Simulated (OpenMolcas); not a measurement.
# Mo⁵⁺ among point charges: CASSCF and CASPT2 levels and susceptibility

How does a field of 6 point charges split the states of Mo⁵⁺, and what χT follows?

The numbers are computed with OpenMolcas 26.06 (state-averaged CASSCF and CASPT2, spin-orbit coupling by RASSI with atomic mean-field integrals), except any that are marked as measured or tabulated.

**1. Starting point**

| Property | Result |
| --- | --- |
| Species | Mo⁵⁺ (molybdenum, Z = 42, 37 electrons) |
| Basis | ANO-RCC-VTZP [7s6p4d2f1g], 68 functions |
| Scalar Hamiltonian | DKH2, point nucleus |
| Inactive shells | 1s 2s 2p 3s 3p 3d 4s 4p |
| Active space | 1 electron in 5 orbitals (4d) |
| Some configurations of this space | 4d |
| Orbitals | optimised for each spin and parity, averaged over all roots |

Outer shells as boxes (Hund's rule):

4d
```
4d [↑ ][  ][  ][  ][  ]
```

The ion sits among 6 point charges of -1.7 e arranged as a trigonal prism (D3h), 2.25 Å from the ion, with a polar angle of 57.0° against the regular 49.1°.

Each step is its own input file, run in one work folder so that later steps find the files of earlier ones. Labels, J, g values, rates, χT and fits are worked out afterwards by a script from the matrices that RASSI stores.

**2. One- and two-electron integrals**

The input, a.inp:

```
&GATEWAY
Coord
1

Mo 0.0 0.0 0.0
Basis=ANO-RCC-VTZP
Group=NoSym
NoMove
AngMom=0.0 0.0 0.0
AMFI
XField
6 Angstrom 0
1.886067 0.000000 1.226887 -1.700000
-0.943034 1.633382 1.226887 -1.700000
-0.943034 -1.633382 1.226887 -1.700000
1.886067 0.000000 -1.226887 -1.700000
-0.943034 1.633382 -1.226887 -1.700000
-0.943034 -1.633382 -1.226887 -1.700000
&SEWARD
```

The run is started by

```
$ OMP_NUM_THREADS=1 MOLCAS_MEM=1689 MOLCAS_PROJECT=a pymolcas a.inp > a.log
```

The program printed:

```text
Basis set label: MO.ANO-RCC...7S6P4D2F1G.

      Electronic valence basis set:
      ------------------
      Associated Effective Charge  42.000000 au
      Associated Actual Charge     42.000000 au
      Nuclear Model: Point charge

      Shell  nPrim  nBasis  Cartesian Spherical Contaminant
         s      21       7        X
         p      18       6        X
         d      13       4                 X
         f       6       2                 X
         g       4       1                 X
                  Relativistic Douglas-Kroll-Hess integrals:
                    - DKH order of Hamiltonian: 2
                    - DKH order of Properties : 0
                  Atomic mean-field integrals
```

**3. CASSCF: doublets, 5 roots**

The input, a.inp:

```
&RASSCF
FileOrb=start.orb
Symmetry=1
Spin=2
nActEl=1 0 0
Inactive=18
Ras2=5
CIRoot=5 5 1
SDav=5
CIMx=300
Iter=120 100
PrWF=0.3
OrbListing=Nothing
MaxOrb=0
>>> COPY $Project.JobIph JOB001
```

start.orb holds the contracted functions of the basis, ordered by shell, or the orbitals of the step before.

The program printed, shortened:

```text
[...]
      Number of active orbitals                  5
[...]
      Spin quantum number                      0.5
[...]
      Active orbitals                            5
[...]
      Number of CSFs                             5
      Number of root(s) required                 5
[...]
      Convergence after  7 iterations
[...]
      Natural orbitals and occupation numbers for root  1
      sym 1:   0.000000   0.000000   1.000000   0.000000  -0.000000
      Natural orbitals and occupation numbers for root  2
      sym 1:   0.000000   1.000000  -0.000000   0.000000   0.000000
      Natural orbitals and occupation numbers for root  3
      sym 1:   0.000000   0.000000   0.000000   1.000000  -0.000000
::    RASSCF root number  1 Total energy:  -4052.55474293
::    RASSCF root number  2 Total energy:  -4052.53972530
::    RASSCF root number  3 Total energy:  -4052.53972526
::    RASSCF root number  4 Total energy:  -4052.53930934
::    RASSCF root number  5 Total energy:  -4052.53930933
```

**4. State interaction with spin-orbit coupling**

The input, a.inp:

```
&RASSI
NrOfJobIphs=1 5
1 2 3 4 5
IphNames
JOB001
EJob
SpinOrbit
DIPRint=1.0
SOCoupling=1000.0
Subsets=2
Property=9
'ANGMOM' 1 'ANGMOM' 2 'ANGMOM' 3 'MLTPL  1' 1 'MLTPL  1' 2 'MLTPL  1' 3
'AMFI' 1 'AMFI' 2 'AMFI' 3
SOProperty=3
'ANGMOM' 1 'ANGMOM' 2 'ANGMOM' 3
```

The program printed, shortened:

```text
SPIN-FREE ENERGIES:
  (Shifted by EMIN (a.u.) =      -4052.5547429295)
 SF State       Relative EMIN(au)   Rel lowest level(eV)    D:o, cm**(-1)      L_eff
     1             0.0000000000        0.0000000000              0.0000         2.0
     2             0.0150176286        0.4086504917           3295.9885         2.0
     3             0.0150176665        0.4086515232           3295.9968         2.0
     4             0.0154335928        0.4199694535           3387.2821         2.0
     5             0.0154335966        0.4199695591           3387.2829         2.0
     Dipole printing threshold changed to   1.00000000E+00
[...]
Eigenvalues of complex Hamiltonian:
   -----------------------------------
  (Shifted by EMIN (a.u.) =      -4052.5547429295)
 SO State       Relative EMIN(au)   Rel lowest level(eV)    D:o, cm**(-1)     J-value
     1            -0.0020321644        0.0000000000              0.0000         1.7
     2            -0.0020321644        0.0000000000              0.0000         1.7
     3             0.0086039658        0.2894238456           2334.3607         0.8
     4             0.0086039658        0.2894238456           2334.3607         0.8
     5             0.0147868830        0.4576695938           3691.3542         2.2
     6             0.0147868830        0.4576695938           3691.3542         2.2
     7             0.0196277846        0.5893972373           4753.8093         2.1
     8             0.0196277846        0.5893972373           4753.8093         2.1
     9             0.0199160155        0.5972404013           4817.0687         1.2
    10             0.0199160155        0.5972404013           4817.0687         1.2
Weights of the five most important spin-orbit-free states for each spin-orbit state.
[...]
```

Time for these steps: 3 s (1 thread of Intel Xeon Platinum 8488C (Sapphire Rapids), shared host).

States without spin-orbit coupling:

```
state  degeneracy  E (cm-1)  free-ion L (%)
  2A1           1         0         D (100)
   2E           2      3296         D (100)
   2E           2      3387         D (100)
```

With spin-orbit coupling:

```csv
E (cm-1),Degeneracy,Label,2S+1,g
0.0,2,E1/2,2,0.16 0.16 1.76
2334,2,E3/2,2,0.00 0.00 2.42
3691,2,E1/2,2,0.24 1.84 1.84
4754,2,E3/2,2,0.00 0.00 3.57
4817,2,E1/2,2,0.00 0.00 5.99
```

Labels of spin-orbit levels are those of the rotation subgroup (D3 for D3h). Principal g values are given for doublets only; a zero marks a field direction without first-order Zeeman splitting.

Powder χT (cm³ K/mol): 0.10 at 2 K, 0.10 at 5 K, 0.10 at 10 K, 0.10 at 20 K, 0.11 at 50 K, 0.12 at 100 K, 0.14 at 150 K, 0.15 at 200 K, 0.16 at 250 K, 0.17 at 300 K.

Orbitals of the lowest block (energies include the constant potential of the surroundings):

```
shell     space  energy (hartree)  mean occupation  ⟨r²⟩ (bohr²)
   1s  inactive         -738.7718            2.000       0.00163
   2s  inactive         -107.2228            2.000        0.0277
   2p  inactive          -95.6761            6.000        0.0219
   3s  inactive          -19.5051            2.000         0.208
   3p  inactive          -15.6063            6.000         0.213
   3d  inactive           -9.2416           10.000         0.205
   4s  inactive           -2.8545            2.000          1.32
   4p  inactive           -1.6389            6.000          1.58
   4d      RAS2                              1.000          2.50
```

**5. CASPT2: IPEA 0.25, imaginary shift 0.1 (closed shells correlated: 4s 4p)**

The input, a.inp:

```
>>> COPY JOB001 $Project.JobIph
&CASPT2
Multistate=5 1 2 3 4 5
NoMult
Frozen=14
IPEA=0.25
Imaginary=0.1
MaxIter=60
WThr=0.0 0.3 0.05
PrWF=0.5
NoMix
```

The run is started by

```
$ OMP_NUM_THREADS=1 MOLCAS_MEM=1689 MOLCAS_PROJECT=a pymolcas a.inp > a.log
```

The program printed:

```text
Orbital specifications:
      -----------------------

      Symmetry species                           1
                                                 a
      Frozen orbitals                           14
      Inactive orbitals                          4
      Active orbitals                            5
      Secondary orbitals                        45
      Deleted orbitals                           0
      Number of basis functions                 68
Type of calculation                        SS-CASPT2
      Fock operator                              state-specific
      IPEA shift                                 0.25
      Real shift                                 0.00
      Imaginary shift                            0.10
      The input orbitals will be transformed to quasi-canonical
Reference energy:       -4052.5547429295
      E2 (Non-variational):      -0.2364098202
      Shift correction:          -0.0000812104
      E2 (Variational):          -0.2364910306
      Total energy:           -4052.7912339601
      Residual norm:              0.0000002298
      Reference weight:           0.96039
      Contributions to the CASPT2 correlation energy
      Active & Virtual Only:         -0.0000000002
      One Inactive Excited:          -0.0518615369
      Two Inactive Excited:          -0.1845482830
Reference energy:       -4052.5397253009
      E2 (Non-variational):      -0.2366390801
      Shift correction:          -0.0000812543
      E2 (Variational):          -0.2367203344
      Total energy:           -4052.7764456353
      Residual norm:              0.0000002806
      Reference weight:           0.96036
      Contributions to the CASPT2 correlation energy
      Active & Virtual Only:          0.0000000000
      One Inactive Excited:          -0.0522132800
      Two Inactive Excited:          -0.1844258001
::    CASPT2 Root  1     Total energy:  -4052.79123396
::    CASPT2 Root  2     Total energy:  -4052.77644564
::    CASPT2 Root  3     Total energy:  -4052.77644603
::    CASPT2 Root  4     Total energy:  -4052.77665505
::    CASPT2 Root  5     Total energy:  -4052.77601746
```

This run: 1.5 s of run time, 1 thread of Intel Xeon Platinum 8488C (Sapphire Rapids), shared host.

SS-CASPT2: lowest energy less the reference's lowest, -0.2365 hartree; reference weights 0.960.

States without spin-orbit coupling:

```
state  degeneracy  E (cm-1)  free-ion L (%)
  2A1           1         0         D (100)
   2E           2      3246         D (100)
   2E           2      3270         D (100)
```

With spin-orbit coupling:

```csv
E (cm-1),Degeneracy,Label,2S+1,g
0,2,E1/2,2,0.14 0.14 1.75
2240,2,E3/2,2,0.00 0.00 2.40
3650,2,E1/2,2,0.24 1.86 1.86
4700,2,E3/2,2,0.00 0.00 3.59
4710,2,E1/2,2,0.00 0.00 5.99
```

Powder χT (cm³ K/mol): 0.10 at 2 K, 0.10 at 5 K, 0.10 at 10 K, 0.10 at 20 K, 0.11 at 50 K, 0.12 at 100 K, 0.13 at 150 K, 0.15 at 200 K, 0.16 at 250 K, 0.17 at 300 K.

**6. The methods side by side**

A. CASSCF
B. SS-CASPT2, IPEA 0.25, imaginary shift 0.1 (closed shells correlated: 4s 4p)

```
method  ground state  first state of that spin (cm-1)  first gap with spin-orbit (cm-1)  χT at 300 K
     A           2A1                          2E 3296                            2334.4         0.17
     B           2A1                          2E 3246                            2236.9         0.17
```

**7. What came out**

| quantity | value |
| --- | --- |
| method | SS-CASPT2, IPEA 0.25, imaginary shift 0.1 (closed shells correlated: 4s 4p) |
| spin-free ground state | 2A1, 1-fold in its orbital part |
| first state of the same spin within the active space | 2E at 3250 cm⁻¹ |
| lowest level | 2-fold E1/2, g = 0.14, 0.14, 1.75 |
| next level | 2236.9 cm⁻¹ |
| χT at 300 K | 0.17 cm³ K/mol |
| effective moment at 300 K | 1.17 μB |

Cost by method:

```
                                              method  time of its own steps  time with the reference
                                           A. CASSCF                    3 s                      3 s
B. SS-CASPT2, IPEA 0.25, imaginary shift 0.1, +4s 4p                  1.5 s                    4.5 s
```

Times are of one thread on a shared host.

**Reading.** The spin-free ground state (2A1) comes to 100 % from free-ion D terms and keeps the highest spin of the shell. χT at 300 K is 0.17, against 0.38 cm³ K/mol for the spin alone, so orbital moment lowers it. CASPT2 does not keep the components of a term degenerate, and the means are used. The field of point charges can differ much from that of real complexes. Point charges carry no covalency, so the field is a model and not that of real ligands.
